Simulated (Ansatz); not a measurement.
# SnCl2F2: a ladder of functionals and wavefunction methods

How much do the methods differ for SnCl2F2? The plan is to run it at one geometry with functionals of several rungs and with coupled cluster, and see how far each lands from CCSD(T) at the basis-set limit for the atomisation energy.

Program: Ansatz 0.2.0, Gaussian basis. Level of theory: functionals in def2-TZVPP, the program's frozen cores in correlated methods. These are calculated values, not measurements.

Levels to be run: LDA (SPW92), PBE-D4, revPBE-D4, BLYP-D4, r2SCAN-D4, B97M-V, PBE0-D4, B3LYP-D4, r2SCANh-D4, r2SCAN0-D4, HSE06-D4, BHLYP-D4, CAM-B3LYP-D4, LC-ωPBE, ωB97X-V, ωB97M-V, B2PLYP, PBE-QIDH; CCSD(T)/def2-SVP; CCSD(T)/def2-TZVPP; MP2/def2-QZVPP; extrapolation to the limit; RPA on PBE.

**1. Structure used throughout**

All runs share one geometry, relaxed beforehand with PBE0-D4 in a triple-zeta def2 set. Sn takes the def2 core potential; no spin-orbit term is included.

SMILES `[F][Sn]([F])([Cl])[Cl]`, 5 atoms, charge 0, spin multiplicity 1.

Atoms are counted from 1 here; the program's logs count them from 0.

Bond lengths: F1–Sn2 1.887 Å, Sn2–F3 1.887 Å, Sn2–Cl4 2.271 Å, Sn2–Cl5 2.271 Å. Angles: F1–Sn2–F3 105.5°, F1–Sn2–Cl4 109.2°, F1–Sn2–Cl5 109.2°, F3–Sn2–Cl4 109.2°, F3–Sn2–Cl5 109.2°, Cl4–Sn2–Cl5 114.0°.

**2. LDA**

This LDA is Slater exchange with PW92 correlation.

The input, in.yaml:

```yaml
crystal:
  periodic: [false, false, false]
  atoms:
    - {symbol: F, position_ang: [-0.136042, -0.318488, 1.871498]}
    - {symbol: Sn, position_ang: [0.031627, -0.036636, 0.013573]}
    - {symbol: F, position_ang: [1.508961, -1.080162, -0.523059]}
    - {symbol: Cl, position_ang: [-1.837694, -0.793043, -1.029997]}
    - {symbol: Cl, position_ang: [0.482950, 2.154730, -0.373414]}
basis:
  gaussian: {orbitals: def2-TZVPP}
hamiltonian: {xc: lda}
output: {orbitals: {seedname: orbitals}}
```

Run with:

```sh
ansatz run in.yaml --threads 4 --pin off --events-out ev --progress --plain --max-ram 10444MiB
```

Further steps of the session: PBE-D4 (GGA); revPBE-D4 (GGA); BLYP-D4 (GGA); r2SCAN-D4 (meta-GGA); B97M-V (meta-GGA); PBE0-D4 (hybrid); B3LYP-D4 (hybrid); r2SCANh-D4 (hybrid); r2SCAN0-D4 (hybrid); HSE06-D4 (hybrid); BHLYP-D4 (hybrid); CAM-B3LYP-D4 (range-separated); LC-ωPBE (range-separated); ωB97X-V (range-separated); ωB97M-V (range-separated); B2PLYP (double hybrid); PBE-QIDH (double hybrid); CCSD(T) in def2-SVP; CCSD(T) in def2-TZVPP; MP2 in def2-QZVPP; RPA on PBE orbitals.

Q: Predict the results of all the runs planned. Wanted: atomisation energy, CCSD(T)/CBS; farthest beyond LDA; mean size of error, GGA; mean size of error, meta-GGA; mean size of error, hybrid; mean size of error, range-separated; mean size of error, double hybrid; gap, smallest and largest; T1 diagnostic.

**Answer**, as computed:

```
                               quantity                                      value
        atomisation energy, CCSD(T)/CBS                              1551.9 kJ/mol
 functionals within 15.5 kJ/mol (1.0 %)                            B97M-V, ωB97X-V
                    farthest beyond LDA                   BHLYP-D4 (-148.4 kJ/mol)
                mean size of error, GGA                                37.7 kJ/mol
           mean size of error, meta-GGA                                15.9 kJ/mol
             mean size of error, hybrid                                75.6 kJ/mol
    mean size of error, range-separated                                33.4 kJ/mol
      mean size of error, double hybrid                                63.0 kJ/mol
              gap, smallest and largest  4.32 eV (LDA (SPW92)), 12.13 eV (LC-ωPBE)
                          T1 diagnostic                                     0.0133
triples share of the correlation energy                                      3.4 %
```

**Reading.** LDA overbinds by 262.4 kJ/mol (17 %). PBE-D4 misses by +16.5 kJ/mol. Double hybrids carry the basis error of their MP2 part in triple zeta, and no dispersion term here, so their miss is partly the set-up's. Taken by rung, meta-GGA functionals do best (15.9 kJ/mol on average) and hybrid ones worst beyond LDA (75.6 kJ/mol). The mean of the hybrids holds BHLYP, with half exact exchange. RPA and LDA stand outside this count. The reference freezes the cores and leaves out spin-orbit coupling and excitations past (T), and its outer-core shells are covered unevenly, so misses under about 15.5 kJ/mol can't be ranked. All levels share the lack of spin-orbit coupling, which lowers the free heavy atoms and so the true binding. Hartree-Fock recovers 65 % of the binding; the rest is correlation. CCSD(T) in def2-SVP is off by -198.1 kJ/mol, so the small basis spoils what the method gains. The gap grows from 4.3 to 12.1 eV across the functionals, mostly with the share of exact exchange. Correlated methods include outer-core shells of Sn, which these sets cover unevenly.
